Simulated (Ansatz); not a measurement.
# C₂H₇BSeSi: how energies converge with the basis set

The task here is to estimate one member of a computed series from the others.

Computed with Ansatz 0.2.0, Gaussian basis. Level: one geometry, several basis sets.

Plan: PBE0-D4/def2-SVP; ωB97M-V/def2-SVP; PBE0-D4/def2-QZVPP; ωB97M-V/def2-QZVPP; the functionals' def2-TZVPP values are taken from earlier runs.

**The geometry**

The geometry comes from an earlier relaxation with PBE0-D4 in a triple-zeta def2 set; it is a stationary point, not always the lowest conformer.

SMILES `C=C([SeH])B[SiH3]`, 12 atoms, charge 0, spin multiplicity 1.

Atoms are counted from 1 here; the program's logs count them from 0.

Bond lengths: C1–C2 1.344 Å, C1–H6 1.087 Å, C1–H7 1.084 Å, C2–Se3 1.911 Å, C2–B4 1.538 Å, Se3–H8 1.466 Å, B4–Si5 2.013 Å, B4–H9 1.201 Å, Si5–H10 1.491 Å, Si5–H11 1.491 Å, Si5–H12 1.491 Å. Angles: C2–C1–H6 123.7°, C2–C1–H7 119.4°, H6–C1–H7 116.9°, C1–C2–Se3 118.4°, C1–C2–B4 118.3°, Se3–C2–B4 123.3°, C2–Se3–H8 95.2°, C2–B4–Si5 130.2°, C2–B4–H9 114.7°, Si5–B4–H9 115.1°, B4–Si5–H10 108.6°, B4–Si5–H11 116.5°, B4–Si5–H12 108.7°, H10–Si5–H11 107.6°, H10–Si5–H12 107.5°, H11–Si5–H12 107.6°.

The first run:

File in.yaml:

```yaml
crystal:
  periodic: [false, false, false]
  atoms:
    - {symbol: C, position_ang: [-0.922621, 1.938562, 1.004106]}
    - {symbol: C, position_ang: [-0.478733, 0.685630, 0.802861]}
    - {symbol: Se, position_ang: [-0.568673, -0.553969, 2.254210]}
    - {symbol: B, position_ang: [0.080352, 0.324186, -0.583741]}
    - {symbol: Si, position_ang: [0.861804, -1.404173, -1.259119]}
    - {symbol: H, position_ang: [-1.324819, 2.291057, 1.950754]}
    - {symbol: H, position_ang: [-0.885796, 2.653806, 0.190171]}
    - {symbol: H, position_ang: [0.035482, -1.666871, 1.515659]}
    - {symbol: H, position_ang: [0.047064, 1.216572, -1.386758]}
    - {symbol: H, position_ang: [0.057510, -1.865371, -2.427439]}
    - {symbol: H, position_ang: [0.927224, -2.529995, -0.283152]}
    - {symbol: H, position_ang: [2.248207, -1.144634, -1.743551]}
basis:
  gaussian: {orbitals: def2-SVP}
hamiltonian: {xc: pbe0, dispersion: d4}
output: {orbitals: {seedname: orbitals}}
```

Among the steps run: PBE0-D4 in def2-SVP; ωB97M-V in def2-SVP; PBE0-D4 in def2-QZVPP; ωB97M-V in def2-QZVPP.

One of the session's tables, all rows but one given; the rest of the session is left out.

It belongs to the step «Density functionals: the series». 

| functional | basis | HOMO (eV) | LUMO (eV) |
| --- | --- | --- | --- |
| PBE0-D4 | def2-SVP | -6.47 | -2.62 |
| PBE0-D4 | def2-TZVPP | ? | ? |
| PBE0-D4 | def2-QZVPP | -6.60 | -2.69 |
| ωB97M-V | def2-SVP | -8.54 | -0.58 |
| ωB97M-V | def2-TZVPP | -8.68 | -0.70 |
| ωB97M-V | def2-QZVPP | -8.69 | -0.72 |

Estimate the missing values for PBE0-D4, def2-TZVPP.

The run gave: HOMO (eV): -6.59; LUMO (eV): -2.68. In the column «HOMO (eV)» it lies between PBE0-D4, def2-QZVPP (-6.60) and PBE0-D4, def2-SVP (-6.47).
